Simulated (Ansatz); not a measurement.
# CH5FO2Si: the cost of one run

Method: the settings change from run to run; program: Ansatz 0.2.0, Gaussian basis.

## (1) The relaxed structure

An earlier PBE0-D4 in a triple-zeta def2 set relaxation fixed the geometry.

SMILES `C[Si](O)(O)F`, 10 atoms, charge 0, spin multiplicity 1.

Atoms are counted from 1 here; the program's logs count them from 0.

Bond lengths: C1–Si2 1.839 Å, C1–H6 1.092 Å, C1–H7 1.092 Å, C1–H8 1.092 Å, Si2–O3 1.625 Å, Si2–O4 1.636 Å, Si2–F5 1.601 Å, O3–H9 0.958 Å, O4–H10 0.958 Å. Angles: Si2–C1–H6 110.5°, Si2–C1–H7 110.5°, Si2–C1–H8 111.0°, H6–C1–H7 108.3°, H6–C1–H8 108.2°, H7–C1–H8 108.4°, C1–Si2–O3 108.4°, C1–Si2–O4 114.9°, C1–Si2–F5 108.4°, O3–Si2–O4 108.0°, O3–Si2–F5 110.7°, O4–Si2–F5 106.5°, Si2–O3–H9 117.8°, Si2–O4–H10 118.0°.

## (2) B97/cc-pVTZ

Input file in.yaml:

```yaml
crystal:
  periodic: [false, false, false]
  atoms:
    - {symbol: C, position_ang: [-1.006956, 0.446890, -0.840675]}
    - {symbol: Si, position_ang: [0.347490, 0.021935, 0.328143]}
    - {symbol: O, position_ang: [-0.317427, -0.419153, 1.744183]}
    - {symbol: O, position_ang: [1.330744, -1.187389, -0.168211]}
    - {symbol: F, position_ang: [1.274476, 1.313590, 0.517559]}
    - {symbol: H, position_ang: [-1.643641, 1.228872, -0.421422]}
    - {symbol: H, position_ang: [-1.627054, -0.429035, -1.040732]}
    - {symbol: H, position_ang: [-0.605045, 0.807777, -1.789902]}
    - {symbol: H, position_ang: [0.238814, -0.877270, 2.375961]}
    - {symbol: H, position_ang: [2.091800, -0.957218, -0.702007]}
basis:
  gaussian: {orbitals: cc-pVTZ}
hamiltonian: {xc: {name: B97}}
output: {forces: true}
```

On the command line:

```sh
$ ansatz run in.yaml --threads 2 --pin off --events-out ev --progress --plain --max-ram 22528MiB --backend cpu
```

**Question.** How long does this run take on 2 threads of AMD EPYC 7R13, shared host, and how much memory does it need?

About 8.5 s, with a peak of 0.65 GiB.
